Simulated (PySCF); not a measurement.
# C3H8GeO: electronic excitations and core binding energies

What electronic excitations and core binding energies should C3H8GeO (`CC[C](=O)[GeH3]`) show?

The runs use PySCF 2.14.0, with density-fitted response routines of our own; the level of theory stands in each step. All values are computed, except where a source is named. Atoms count from 0, in the outputs and in this text.

### Step 1. Starting geometry

13 atoms, charge 0, multiplicity 1; geometry from: GFN2-xTB.

Bonds of the start (Å): C0–C1 1.52, C1–C2 1.50, C2–O3 1.20, C2–Ge4 2.01, C0–H5 1.09, C0–H6 1.09, C0–H7 1.09, C1–H8 1.09, C1–H9 1.09, Ge4–H10 1.50, Ge4–H11 1.49, Ge4–H12 1.50.

### Step 2. Excited states and response: CAM-B3LYP/def2-SVPD

What the job is given:

```
{"job": {"kind": "uv", "xc": "CAM-B3LYP", "basis": "def2-SVPD", "nstates": 8, "ntriplets": 3}, "charge": 0, "multiplicity": 1}
C      1.443998     0.210609     0.616972
C      0.853116    -0.872768    -0.275402
C     -0.363178    -0.380687    -1.009582
O     -0.534543    -0.551097    -2.188492
Ge    -1.782733     0.577913     0.038473
H      2.306939    -0.172353     1.156265
H      1.760848     1.063415     0.019937
H      0.706041     0.550864     1.345451
H      1.590355    -1.239201    -0.993390
H      0.522250    -1.714629     0.341188
H     -1.441829     2.017207     0.272169
H     -3.056007     0.536241    -0.735500
H     -2.009645    -0.025026     1.394183
```

With the program's defaults for keys left out, this is: TDDFT CAM-B3LYP/def2-SVPD, vertical, gas phase, core orbitals frozen in the response.

On the command line:

```bash
> OMP_NUM_THREADS=1 python probes_run.py task.json out
```

This one command runs all jobs of the session in turn.

**Question.** This job is followed by: delta-SCF UKS SCAN, pcX-2 on the ionised atom, pcseg-1 elsewhere, spin-free X2C. What will the session give for the following? lowest singlet (CAM-B3LYP/def2-SVPD); brightest single state of those computed; lowest triplet; C1s binding energies, SCAN/pcX-2; O1s binding energies, SCAN/pcX-2.

As calculated:

| quantity | value |
| --- | --- |
| lowest singlet (CAM-B3LYP/def2-SVPD) | 3.66 eV (339 nm), f = 0.001 |
| brightest single state of those computed | state 3, 7.04 eV, f = 0.202 |
| lowest triplet | 3.05 eV |
| C1s binding energies, SCAN/pcX-2 | C2 293.02, C0 291.09, C1 291.02 eV |
| O1s binding energies, SCAN/pcX-2 | O3 537.84 eV |

What this shows: The lowest singlet, at 3.66 eV, is HOMO→LUMO 0.95 and is weak; of the 8 states computed, the strongest absorption comes from state 3 at 7.04 eV. The lowest triplet lies 0.61 eV below the lowest singlet (triplets in Tamm-Dancoff, singlets in full TDDFT). C2 (carbonyl carbon) binds its C1s electron 1.99 eV more tightly than C1 (sp3 CH2 α to a carbonyl).
